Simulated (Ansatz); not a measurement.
Write a Python script for Ansatz 0.2.0, Python API that makes a geometry optimisation of C₃H₆GeO, SMILES C=[C]([GeH3])C=O. Use: B3LYP, def2-SVP basis, multiplicity 1.

```xyz
11

C    -0.3376    1.4702    0.1962
C    -0.2425    0.2357   -0.1659
Ge    0.8973   -0.8926    0.8544
C    -0.8405   -0.2782   -1.3644
O    -0.7559   -1.4954   -1.7284
H    -1.0198    2.1979   -0.3889
H     0.1527    1.9149    1.0553
H     0.3915   -2.3149    0.9083
H     1.0521   -0.3268    2.3548
H     2.3344   -0.9191    0.2319
H    -1.5663    0.3514   -1.9326
```

The script, `opt.py`:
```python
'''Relax the C3H6GeO molecule.'''

import itertools

import ansatz as az
from ase.data import atomic_numbers, covalent_radii
import numpy as np

geometry_ang = [
    ('C', [-0.3376, 1.4702, 0.1962]),
    ('C', [-0.2425, 0.2357, -0.1659]),
    ('Ge', [0.8973, -0.8926, 0.8544]),
    ('C', [-0.8405, -0.2782, -1.3644]),
    ('O', [-0.7559, -1.4954, -1.7284]),
    ('H', [-1.0198, 2.1979, -0.3889]),
    ('H', [0.1527, 1.9149, 1.0553]),
    ('H', [0.3915, -2.3149, 0.9083]),
    ('H', [1.0521, -0.3268, 2.3548]),
    ('H', [2.3344, -0.9191, 0.2319]),
    ('H', [-1.5663, 0.3514, -1.9326]),
]
geometry = az.Crystal.molecule()
for symbol, xyz in geometry_ang:
    geometry = geometry.atom(symbol, xyz)

model = (
    geometry.calculation()
    .basis(gaussian='def2-SVP')
    .functional('b3lyp')
)
symbols = [site.symbol for site in geometry.cartesian_sites]
start = np.array([site.position_ang for site in geometry.cartesian_sites], dtype=float)
def progress(event):
    if event['event'] == 'relax_step':
        row = event['data']
        print(f'step {row["step"]:3d}  E = {row["lagrangian_ev"]:.6f} eV  largest force component {row["allowed_force_max_ev_ang"]:.4f} eV/A')


summary = model.relax(force_tolerance=0.01, max_steps=100).session().plan().execute(on_event=progress).report
end = np.array(summary['positions_ang'])

print(f'E = {summary["free_energy_ev"]:.6f} eV = {summary["free_energy_ev"] / 27.211386246:.7f} Ha')
print('converged:', summary['converged'], ' doubts:', summary['published_state_doubts'] or 'none')

# pairs closer than 1.2 times the sum of covalent radii, before or after
radius = [covalent_radii[atomic_numbers[s]] for s in symbols]
span = lambda where, i, j: np.linalg.norm(where[i] - where[j])
bonded = [(i, j) for i, j in itertools.combinations(range(len(symbols)), 2) if min(span(start, i, j), span(end, i, j)) < 1.2 * (radius[i] + radius[j])]
print('pair        before    after (A)')
for i, j in bonded:
    print(f'{symbols[i]}{i}-{symbols[j]}{j}'.ljust(10), f'{span(start, i, j):8.4f} {span(end, i, j):8.4f}')

charges = summary['charge_distribution']
print('dipole moment', round(4.803205 * float(np.linalg.norm(charges['dipole_moment_e_ang'])), 3), 'D')
print('Mulliken:', [(s, round(q, 3)) for s, q in zip(symbols, charges['mulliken_charges_e'])])
with open('c3h6geo_opt.xyz', 'w') as handle:
    handle.write(f'{len(symbols)}\nrelaxed C3H6GeO\n')
    handle.writelines(f'{s:2s} {x:11.6f} {y:11.6f} {z:11.6f}\n' for s, (x, y, z) in zip(symbols, end))
```

```console
$ python opt.py
step   1  E = -61762.662754 eV  largest force component 4.6959 eV/A
step   2  E = -61762.743597 eV  largest force component 3.7902 eV/A
step   3  E = -61763.117980 eV  largest force component 2.4019 eV/A
step   4  E = -61763.167428 eV  largest force component 1.4389 eV/A
step   5  E = -61763.199126 eV  largest force component 0.7373 eV/A
step   6  E = -61763.221958 eV  largest force component 0.1230 eV/A
step   7  E = -61763.223315 eV  largest force component 0.0389 eV/A
step   8  E = -61763.223445 eV  largest force component 0.0147 eV/A
step   9  E = -61763.223548 eV  largest force component 0.0062 eV/A
E = -61763.223801 eV = -2269.7566101 Ha
converged: True  doubts: none
pair        before    after (A)
C0-C1        1.2900   1.3443
C0-H5        1.1564   1.0983
C0-H6        1.0845   1.0942
C1-Ge2       1.9008   1.9705
C1-C3        1.4346   1.4821
Ge2-H7       1.5105   1.5385
Ge2-H8       1.6110   1.5437
Ge2-H9       1.5664   1.5386
C3-O4        1.2733   1.2107
C3-H10       1.1163   1.1230
dipole moment 2.899 D
Mulliken: [('C', 0.002), ('C', -0.185), ('Ge', 0.352), ('C', 0.179), ('O', -0.194), ('H', 0.035), ('H', 0.044), ('H', -0.065), ('H', -0.09), ('H', -0.065), ('H', -0.014)]
```

It writes `c3h6geo_opt.xyz`:
```text
11
relaxed C3H6GeO
C    -0.513749    1.505197    0.243864
C    -0.199172    0.255938   -0.140408
Ge    0.973805   -0.957589    0.876590
C    -0.758799   -0.264836   -1.410175
O    -0.533541   -1.372544   -1.843712
H    -1.173733    2.135927   -0.366844
H    -0.135356    1.951276    1.168557
H     0.206245   -2.229693    1.275958
H     1.415939   -0.196420    2.144698
H     2.209040   -1.331423    0.038950
H    -1.425279    0.447267   -1.966777
```

Notes:
- Total energies depend on the basis set; only differences at equal settings carry meaning.
- The end point is the stationary point reached from this start; no frequency run checks that it is a minimum, and the basis set is modest.
- b3lyp holds the VWN-RPA fit, as in Gaussian; the form of ORCA and Turbomole is b3lyp5.
- It ran for 73 s on 1 thread of Arm Neoverse V1, with other jobs on the host, peak memory 0.37 GiB.

(Lines on the test bed's own set-up are left out of the output.)
